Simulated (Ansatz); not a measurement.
# AsH (singlet): wave-function methods side by side at distance As1–H2 = 2.862 Å, aug-cc-pVDZ

One table from this session's results is given with a row withheld; the runs are named, their logs left out.

Method: aug-cc-pVDZ, core rule «outside noble gas», up to 14 orbitals frozen; program: Ansatz 0.2.0, Gaussian basis.

To be run: UHF; CCSD(T) on RHF; CCSD(T) on UHF; BCCD(T) on RHF; CISD; CCSDT(Q) on RHF; CCSDT(Q) on UHF; CASSCF and MRCISD+Q, 2 electrons in 2 orbitals; CASSCF and NEVPT2, 2 electrons in 2 orbitals; CASSCF and MRCISD+Q, 6 electrons in 5 orbitals; CASSCF and NEVPT4(SD), 6 electrons in 5 orbitals; CASSCF and NEVPT2, 6 electrons in 5 orbitals; Full CI.

22 further runs of the same task are left out: 1 for a known fault of the program, 15 that didn't finish, 6 set aside as unsound or not needed.

### The system

The geometry derives from a PBE0/def2-TZVP stationary point (not a proven minimum). One bond is set to the value named and the two fragments are kept rigid. No spin-orbit coupling is included. The filled d shell of As may be among the frozen orbitals whatever the setting's name suggests; the logs give the count.

2 atoms, charge 0, spin multiplicity 1.

Atoms are counted from 1 here; the program's logs count them from 0.

No contacts short enough for the rule that draws bonds.

The first run:

Input file in.yaml:

```yaml
crystal:
  periodic: [false, false, false]
  atoms:
    - {symbol: As, position_ang: [0.000000, 0.000000, 0.000000]}
    - {symbol: H, position_ang: [0.000000, 0.000000, 2.862000]}
basis:
  gaussian: {orbitals: aug-cc-pVDZ}
magnetization: {spin_polarized: true, initial_magnetization: 0}
hamiltonian: {xc: hf}
output: {orbitals: {seedname: orbitals}}
```

Run with:

```
> ansatz run in.yaml --threads 1 --pin off --events-out ev --progress --plain --max-ram 2393MiB
```

Steps of the session up to this table: UHF; CCSD(T) on RHF; CCSD(T) on UHF; BCCD(T) on RHF; CISD; CCSDT(Q) on RHF; CCSDT(Q) on UHF; CASSCF and MRCISD+Q, 2 electrons in 2 orbitals; CASSCF and NEVPT2, 2 electrons in 2 orbitals; CASSCF and MRCISD+Q, 6 electrons in 5 orbitals; CASSCF and NEVPT4(SD), 6 electrons in 5 orbitals; CASSCF and NEVPT2, 6 electrons in 5 orbitals; Full CI.

One table of the session follows, with a row left open; its other results are not shown here.

| method | from FCI (kcal/mol) |
| --- | --- |
| RHF | +112.04 |
| RMP2 | +43.69 |
| CISD | +22.07 |
| RCCSD | +11.21 |
| RCCSD(T) | +3.57 |
| BCCD(T) | +3.70 |
| RCCSDT | +0.69 |
| RCCSDT(Q) | ? |
| CASSCF valence | +52.60 |
| NEVPT2 valence | +12.83 |
| NEVPT4(SD) valence | +0.87 |
| MRCISD valence | +2.34 |
| MRCISD+Q valence | -0.68 |
| FCI | 0 |

Estimate the missing values for RCCSDT(Q).

The run gave: from FCI (kcal/mol): -0.31. In the column «from FCI (kcal/mol)» it lies between MRCISD+Q valence (-0.68) and FCI (0).

Left out of the table: CASSCF pair, NEVPT2 pair, MRCISD pair, MRCISD+Q pair (the active space lost an orbital or holds another state than full CI finds).

Limits of these values: The report flags that the cluster equations may have other roots. Left out of the table: UHF, UMP2, UCCSD, UCCSD(T), UCCSDT, UCCSDT(Q) (another determinant or state than the rows shown). The program flags RCCSD(T), BCCD(T), RCCSDT(Q) as in doubt, so those rows may rest on another solution; read them beside their warnings. RCCSDT(Q), MRCISD+Q valence fall below full CI, which methods that aren't variational can do.
